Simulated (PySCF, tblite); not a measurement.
**CH14N2Si5: geometry, infrared bands and NMR shifts**

Aim: predict the infrared bands and NMR shifts of CH14N2Si5 (`C=N[SiH2]N([SiH3])[SiH2][SiH2][SiH3]`).

The runs use tblite 0.8.0 and PySCF 2.14.0, with density-fitted response routines of our own; the level of theory stands in each step. All values are computed, except where a source is named. Atoms count from 0, in the outputs and in this text.

## Step 1: Starting geometry

22 atoms, charge 0, multiplicity 1; geometry from: force field or distance geometry start.

Bonds of the start (Å): C0–N1 1.29, N1–Si2 1.72, Si2–N3 1.68, N3–Si4 1.68, N3–Si5 1.69, Si5–Si6 2.31, Si6–Si7 2.30, C0–H8 1.11, C0–H9 1.10, Si2–H10 1.49, Si2–H11 1.48, Si4–H12 1.49, Si4–H13 1.49, Si4–H14 1.48, Si5–H15 1.49, Si5–H16 1.48, Si6–H17 1.50, Si6–H18 1.49, Si7–H19 1.49, Si7–H20 1.50, Si7–H21 1.49.

## Step 2: Geometry optimisation with GFN2-xTB

The job: settings as JSON, then the geometry in Å.

```
{"job": {"kind": "relax", "xc": "GFN2-xTB", "basis": "xTB"}, "charge": 0, "multiplicity": 1}
C     -2.216900    -1.108200     1.287100
N     -1.706600    -1.151100     0.102700
Si    -1.716000     0.315100    -0.795900
N     -0.339700     1.135100    -0.297900
Si    -0.521700     2.764800    -0.667400
Si     1.053100     0.519300    -1.038800
Si     1.759600    -1.626300    -0.539800
Si     1.947300    -1.722400     1.746000
H     -2.670200    -0.209800     1.751900
H     -2.239700    -2.018300     1.912600
H     -2.961100     1.037400    -0.409400
H     -1.727000     0.016700    -2.245300
H     -1.692400     3.314100     0.068100
H     -0.714000     2.965200    -2.134600
H      0.660900     3.536500    -0.212200
H      2.189100     1.393400    -0.623800
H      0.940000     0.665800    -2.508600
H      0.839100    -2.673200    -1.088200
H      3.090300    -1.866400    -1.162400
H      2.906700    -0.701300     2.241000
H      0.643000    -1.514700     2.451600
H      2.466100    -3.052500     2.162500
```

Launch:

```
OMP_NUM_THREADS=1 python probes_run.py task.json out
```

The driver reads the jobs from task.json and runs them one after another.

**Question.** This job is followed by: GFN2-xTB harmonic vibrations, gas phase; GIAO PBE0/pcSseg-1 NMR shielding, non-relativistic, gas phase. What will the session give for the following? strongest single infrared mode (GFN2-xTB); zero-point energy (GFN2-xTB); 13C shifts against TMS (PBE0/pcSseg-1); 1H shifts against TMS (PBE0/pcSseg-1, means over atoms taken as alike); 15N shifts against NH3 (PBE0/pcSseg-1); 29Si shifts against TMS (PBE0/pcSseg-1).

The runs gave:

| quantity | value |
| --- | --- |
| strongest single infrared mode (GFN2-xTB) | 612 cm⁻¹, 650 km/mol |
| zero-point energy (GFN2-xTB) | 83.1 kcal/mol |
| 13C shifts against TMS (PBE0/pcSseg-1) | 171.8 ppm |
| 1H shifts against TMS (PBE0/pcSseg-1, means over atoms taken as alike) | 8.61, 8.40, 5.45, 5.24, 4.81, 3.49, 3.42 ppm |
| 15N shifts against NH3 (PBE0/pcSseg-1) | 415.4, 1.1 ppm |
| 29Si shifts against TMS (PBE0/pcSseg-1) | -27.3, -28.9, -44.9, -116.9, -129.9 ppm |

Relaxing lowered the energy by 1.053 eV in 229 steps; the close pair that moved most is N3–Si5, from 1.694 to 1.755 Å. The lowest mode is slightly imaginary (12i cm⁻¹), a soft motion within the noise of the Hessian, so the minimum is not strictly shown. The strongest single mode, at 612 cm⁻¹, is spread over many atoms; the largest shares are those of H18, H17. Unscaled tight-binding wavenumbers are off by several per cent, some by more. Its intensities can rank the bands wrongly. At PBE0/pcSseg-1: The largest span, 788 ppm, is at N1, where the paramagnetic term is -482 ppm.
